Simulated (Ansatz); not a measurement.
## LiIn, space group Fd-3m: the spin response to a magnetic field

Run with the Python package of Ansatz (0.2.0).

The script, `liin.py`:
```python
"""Spin moment of LiIn in a magnetic field."""

import warnings

import ansatz as az
import numpy as np

FUNCTIONAL = "PBEsol"
VDW = "d3bjatm"
SMEARING = "Fermi-Dirac"
TOLERANCE = 1e-05

warnings.simplefilter("ignore", az.DeckWarning)

lattice = az.Lattice.of(
    (0.0, 3.393, 3.393),
    (3.393, 0.0, 3.393),
    (3.393, 3.393, 0.0),
)
sites = [
    ("Li", (0.5, 0.5, 0.5)),
    ("Li", (0.75, 0.75, 0.75)),
    ("In", (0.0, 0.0, 0.0)),
    ("In", (0.25, 0.25, 0.25)),
]
xtal = az.Crystal(lattice=lattice)
for symbol, position in sites:
    xtal = xtal.atom(symbol, position)

setup = (
    xtal.calculation()
    .functional(FUNCTIONAL, dispersion=VDW)
    .accuracy("low")
    .kpoints(5)  # sampling of the Brillouin zone
    .occupations(SMEARING)
    .mixing("anderson", preconditioner="local_kerker")
    .scf(tolerance=TOLERANCE)
    .spin("collinear")
)
# the field acts on the spins alone; such large fields lift the response over the noise
rows = []
for tesla in [-200, 0, 200]:
    report = (setup.magnetic_field(tesla) if tesla else setup).run(threads=1, pin="off").report
    rows.append((tesla, report["magnetization_mub"], report["free_energy_ev"], report["components"].get("e_zeeman", 0.0)))
print("         B (T)      moment muB            F eV  Zeeman term eV")
for row in rows:
    print(f"{str(row[0]):>14s}  {row[1]:14.4f}  {row[2]:14.5f}  {row[3]:14.5f}")
slope = np.polyfit([row[0] for row in rows], [row[1] for row in rows], 1)[0]
print(f"dM/dB = {1000 * slope:.4f} muB per 1000 T per cell")
```

```console
$ python liin.py
RunWarning: this spin-polarised run has no starting moment large enough to seed its density, so its SCF can try parallel moments of its own, which can die out, and starts no order whose moments cancel. Behind that start scf.lower_state_search: light tries no other order and makes no probe for moments, and off searches [...]
         B (T)      moment muB            F eV  Zeeman term eV
          -200         -0.0188    -11459.01248        -0.00022
             0          0.0000    -11459.01237         0.00000
           200          0.0188    -11459.01248        -0.00022
dM/dB = 0.0942 muB per 1000 T per cell
```
(Warnings from the package without file and line, shortened.)

Caveats:
- The settings weren't tested for convergence.
- Dispersion corrections can be off by several per cent in the lattices of metals, and by several GPa in the pressure at a fixed cell.
- The mesh is modest for a metal, so energies can be off by several to tens of meV an atom and pressures by half a GPa or more; differences at equal mesh fare better.
- The starting cell is as deposited in a crystallographic database; the results hold for this polymorph, which needn't be the stable one.
- Orbital magnetism is left out. The response of a metal hangs strongly on mesh and smearing, and a straight-line fit holds only where the moment is linear in the field.
- The script silences the warnings on its input, which a real study should read.
- Wall time of the script: 4.2 s on 1 thread of AMD EPYC 9R45 96-Core Processor (Zen 5), on a shared host, peak memory 0.43 GiB.
